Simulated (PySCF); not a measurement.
Molecule: SZnH2, in a box.

```
S Zn H
1.0
    11.00000    0.00000    0.00000
     0.00000   13.00000    0.00000
     0.00000    0.00000   11.00000
S Zn H
1 1 2
Direct
  0.46956 0.36619 0.52528
  0.44422 0.52478 0.46134
  0.57117 0.39030 0.59281
  0.43156 0.63389 0.41288
```

The cell isn't the ideal one: atoms moved at random, drawn with an rms of 0.05 Å.

Base run:

* Program: PySCF 2.14.0
* Functional: CAM-B3LYP
* Dispersion: D4
* Potentials or basis: 6-31g* (all-electron)
* k mesh: 1 × 1 × 1
* Occupations: fixed
* Spin: no spin polarisation

Its results: gap between the frontier levels 8.60 eV.

The run is repeated on the same cell with these changes: functional from CAM-B3LYP to BHandHLYP. What comes out?

Gap between the frontier levels 8.16 eV.

Caveats: this is a molecule in a periodic box at the Γ point, so its band gap is the HOMO-LUMO gap; the basis of atomic orbitals isn't converged, which shifts pressures, moduli and gaps.

